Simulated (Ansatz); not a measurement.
# CH₅MoNO₃: small, medium and large basis sets

Aim: see how fast density functionals converge with the basis set for CH₅MoNO₃.

Method: one geometry, several basis sets; program: Ansatz 0.2.0, Gaussian basis.

The runs, in order: PBE0-D4/def2-SVP; ωB97M-V/def2-SVP; PBE0-D4/def2-QZVPP; ωB97M-V/def2-QZVPP; the functionals' def2-TZVPP values are taken from earlier runs.

## 1. The relaxed structure

The geometry comes from an earlier relaxation with PBE0-D4 in a triple-zeta def2 set; it is a stationary point, not always the lowest conformer. Mo takes the def2 core potential; no spin-orbit term is included.

SMILES `C[N]=[Mo](=[O])([OH])[OH]`, 11 atoms, charge 0, spin multiplicity 1.

Atoms are counted from 1 here; the program's logs count them from 0.

Bond lengths: C1–N2 1.420 Å, C1–H7 1.095 Å, C1–H8 1.096 Å, C1–H9 1.095 Å, N2–Mo3 1.724 Å, Mo3–O4 1.681 Å, Mo3–O5 1.886 Å, Mo3–O6 1.886 Å, O5–H10 0.959 Å, O6–H11 0.959 Å. Angles: N2–C1–H7 110.0°, N2–C1–H8 111.5°, N2–C1–H9 110.0°, H7–C1–H8 108.8°, H7–C1–H9 107.6°, H8–C1–H9 108.8°, C1–N2–Mo3 150.2°, N2–Mo3–O4 107.8°, N2–Mo3–O5 108.5°, N2–Mo3–O6 108.6°, O4–Mo3–O5 110.4°, O4–Mo3–O6 110.4°, O5–Mo3–O6 111.0°, Mo3–O5–H10 122.7°, Mo3–O6–H11 122.7°.

## 2. PBE0-D4 in def2-SVP

The input, in.yaml:

```yaml
crystal:
  periodic: [false, false, false]
  atoms:
    - {symbol: C, position_ang: [-0.216334, -0.626216, 1.791746]}
    - {symbol: N, position_ang: [-0.201103, 0.007475, 0.520689]}
    - {symbol: Mo, position_ang: [0.361960, 0.083061, -1.107097]}
    - {symbol: O, position_ang: [1.407906, -1.210289, -1.350863]}
    - {symbol: O, position_ang: [1.270528, 1.717980, -1.352318]}
    - {symbol: O, position_ang: [-1.123462, -0.046224, -2.262692]}
    - {symbol: H, position_ang: [0.128351, 0.071002, 2.562451]}
    - {symbol: H, position_ang: [0.425840, -1.514212, 1.806516]}
    - {symbol: H, position_ang: [-1.237604, -0.925121, 2.049740]}
    - {symbol: H, position_ang: [1.278062, 2.411409, -0.690039]}
    - {symbol: H, position_ang: [-2.028844, -0.025865, -1.947434]}
basis:
  gaussian: {orbitals: def2-SVP}
hamiltonian: {xc: pbe0, dispersion: d4}
output: {orbitals: {seedname: orbitals}}
```

Run with:

```console
> ansatz run in.yaml --threads 4 --pin off --events-out ev --progress --plain --max-ram 11315MiB
```

After this run come: ωB97M-V in def2-SVP; PBE0-D4 in def2-QZVPP; ωB97M-V in def2-QZVPP.

Q: Predict the results of all the runs planned. Wanted: PBE0-D4: double and triple zeta above quadruple; ωB97M-V: double and triple zeta above quadruple.

The runs gave:

```
                                       quantity           value
PBE0-D4: double and triple zeta above quadruple  11.86, 0.60 eV
ωB97M-V: double and triple zeta above quadruple  12.17, 0.59 eV
```

What this shows: For PBE0-D4 the step from double to triple zeta gains 11.26 eV and the next only 0.60 eV. Total energies overstate the basis error of differences, where much of it tends to cancel. The LUMO of ωB97M-V is positive and keeps falling with the basis (0.85 to 0.29 eV): an unbound level that the basis holds in place.
